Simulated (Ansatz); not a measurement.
# BGe (quartet): the correlation ladder at distance Ge1–B2 = 1.780 Å, cc-pVDZ

Aim: climb from Hartree-Fock through coupled cluster and multireference methods for BGe (quartet) at one geometry and basis, and see what each rung misses.

The runs use Ansatz 0.2.0, Gaussian basis; cc-pVDZ, core rule «outside noble gas», up to 15 orbitals frozen.

The runs, in order: UHF; CCSD(T) on ROHF; CCSD(T) on UHF; BCCD(T) on ROHF; CISD; CCSDT(Q) on ROHF; CCSDT(Q) on UHF; CASSCF and MRCISD+Q, 5 electrons in 5 orbitals; CASSCF and NEVPT2, 5 electrons in 5 orbitals; CASSCF and MRCISD+Q, 7 electrons in 8 orbitals; CASSCF and MRCISD+Q(relaxed), 7 electrons in 8 orbitals; CASSCF and NEVPT2, 7 electrons in 8 orbitals; Full CI.

16 further runs of the same task are left out: 1 for a known fault of the program, 11 that didn't finish, 4 set aside as unsound or not needed.

## 1. What is computed

The geometry derives from a PBE0/def2-TZVP stationary point (not a proven minimum). One bond is set to the value named and the two fragments are kept rigid. No spin-orbit coupling is included. The filled d shell of Ge may be among the frozen orbitals whatever the setting's name suggests; the logs give the count.

2 atoms, charge 0, spin multiplicity 4.

Atoms are counted from 1 here; the program's logs count them from 0.

Bond lengths: Ge1–B2 1.780 Å.

## 2. UHF

Contents of in.yaml:

```yaml
crystal:
  periodic: [false, false, false]
  atoms:
    - {symbol: Ge, position_ang: [0.000000, 0.000000, 0.000000]}
    - {symbol: B, position_ang: [0.000000, 0.000000, 1.780000]}
basis:
  gaussian: {orbitals: cc-pVDZ}
magnetization: {spin_polarized: true, initial_magnetization: 3}
hamiltonian: {xc: hf}
output: {orbitals: {seedname: orbitals}}
```

Launch:

```
> ansatz run in.yaml --threads 1 --pin off --events-out ev --progress --plain --max-ram 2393MiB
```

The runs that follow: CCSD(T) on ROHF; CCSD(T) on UHF; BCCD(T) on ROHF; CISD; CCSDT(Q) on ROHF; CCSDT(Q) on UHF; CASSCF and MRCISD+Q, 5 electrons in 5 orbitals; CASSCF and NEVPT2, 5 electrons in 5 orbitals; CASSCF and MRCISD+Q, 7 electrons in 8 orbitals; CASSCF and MRCISD+Q(relaxed), 7 electrons in 8 orbitals; CASSCF and NEVPT2, 7 electrons in 8 orbitals; Full CI.

Q: Predict the results of all the runs planned. Wanted: FCI below the RHF energy; RMP2 from FCI; UMP2 from FCI; RCCSD from FCI; RCCSD(T) from FCI; UCCSD(T) from FCI; RCCSDT(Q) from FCI; UCCSDT(Q) from FCI; NEVPT2 pair from FCI.

**Answer**, as computed:

| quantity | value |
| --- | --- |
| FCI below the RHF energy | -3.6939 eV |
| RMP2 from FCI | +22.24 kcal/mol |
| UMP2 from FCI | +22.30 kcal/mol |
| RCCSD from FCI | +4.87 kcal/mol |
| RCCSD(T) from FCI | +1.28 kcal/mol |
| UCCSD(T) from FCI | +1.16 kcal/mol |
| RCCSDT(Q) from FCI | +0.04 kcal/mol |
| UCCSDT(Q) from FCI | -0.10 kcal/mol |
| NEVPT2 pair from FCI | +22.52 kcal/mol |
| MRCISD+Q pair from FCI | +2.36 kcal/mol |
| NEVPT2 valence from FCI | +12.07 kcal/mol |
| levels within 1 kcal/mol (43 meV) | RCCSDT, UCCSDT, RCCSDT(Q), UCCSDT(Q), MRCISD+Q valence, MRCISD+Q(relaxed) valence |
| T1 diagnostic | 0.044 |
| effectively unpaired electrons | 3.08 |

RCCSD(T) lands +1.28 kcal/mol from the yardstick (1.5 % of the correlation energy). UCCSDT(Q), MRCISD+Q(relaxed) valence fall below full CI: unrestricted runs freeze a spin-polarised core, another one than full CI's, and coupled cluster isn't variational. The occupations are near whole numbers, but T1 = 0.044 shows that the orbitals relax strongly. Of the multireference levels listed MRCISD+Q valence comes nearest in total energy (-0.04 kcal/mol), which doesn't show that its space is the better one. These misses are within one basis, not against nature; the frozen cores of restricted and unrestricted runs differ, which can shift their rows.
